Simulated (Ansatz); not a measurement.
## Ag, space group Fm-3m: a series of slab calculations, step by step

Computed with Ansatz 0.2.0 through its Python package.

Contents of `ag.vasp`:
```text
Ag
1.0
   0.00000000    2.04275000    2.04275000
   2.04275000    0.00000000    2.04275000
   2.04275000    2.04275000    0.00000000
Ag
1
Direct
   0.00000000    0.00000000    0.00000000
```

Notebook, run cell by cell (the value of a cell's last expression is shown):

In [1]:
```python
import warnings

import ansatz as az
from ase.build import surface
from ase.io import read
import numpy as np
import pandas as pd
```

In [2]:
```python
warnings.simplefilter('ignore', az.DeckWarning)
```

In [3]:
```python
atoms = read('ag.vasp', format='vasp')
rows = []
for value in [-0.1, -0.05, 0.0, 0.05, 0.1]:
    slab = surface(atoms, (0, 0, 1), 3, vacuum=6.0)
    slab.pbc = True
    calculation = (
        az.Crystal.from_ase(slab).calculation()
        .functional('lda')
        .basis(320)
        .accuracy('low')
        .occupations('Fermi-Dirac')
        .mixing('anderson', ndim=6, beta=0.6)
        .kpoints(7, 7, 1)
        .electric_field(axis=3, dipole_correction=True, amplitude=value)
    )
    data = calculation.run().report
    face = data['work_function']
    rows.append((value, len(slab), data['free_energy_ev'], face['dipole_moment_e_ang'], face.get('phi_plus_ev'), face.get('phi_minus_ev')))
```
```text
RunWarning: efield: at this solve's end the planar-averaged density reaches 2.59e-5 e/Å³ inside the ramp window [0.8902, 0.1098] (bound 1e-5 e/Å³); the window's nearer edge stands 4.16 Å from this [...]
```

In [4]:
```python
print(pd.DataFrame(rows, columns=['field (V/A)', 'atoms', 'F (eV)', 'dipole (e A)', 'phi upper (eV)', 'phi lower (eV)']).round(4).to_string(index=False))
print(f'induced dipole per field: {np.polyfit([row[0] for row in rows], [row[3] for row in rows], 1)[0]:.3f} e A^2/V')
```
```text
 field (V/A)  atoms      F (eV)  dipole (e A)  phi upper (eV)  phi lower (eV)
       -0.10      3 -22373.2203       -0.0315             NaN             NaN
       -0.05      3 -22373.2191       -0.0157             NaN             NaN
        0.00      3 -22373.2187        0.0000          4.9045          4.9045
        0.05      3 -22373.2191        0.0157             NaN             NaN
        0.10      3 -22373.2203        0.0315             NaN             NaN
induced dipole per field: 0.315 e A^2/V
```

The settings weren't tested for convergence. The cutoff lies under the one recommended for these potentials. The density doesn't vanish in the vacuum (a short gap or a low cutoff), which blurs the vacuum level. The mesh is modest for a metal, so energies can be off by several to tens of meV an atom and pressures by half a GPa or more; differences at equal mesh fare better. Warnings are shown shortened and without file and line. The slabs are thin, unrelaxed cuts of the structure as given, on a modest mesh, so the surface energy isn't converged; Miller indices refer to the cell as typed, and unlike faces give only a mean. The script silences the warnings on its input, which a real study should read. Timing: 12 s on 1 thread of Arm Neoverse V2, with other jobs on the host, peak memory 0.43 GiB.
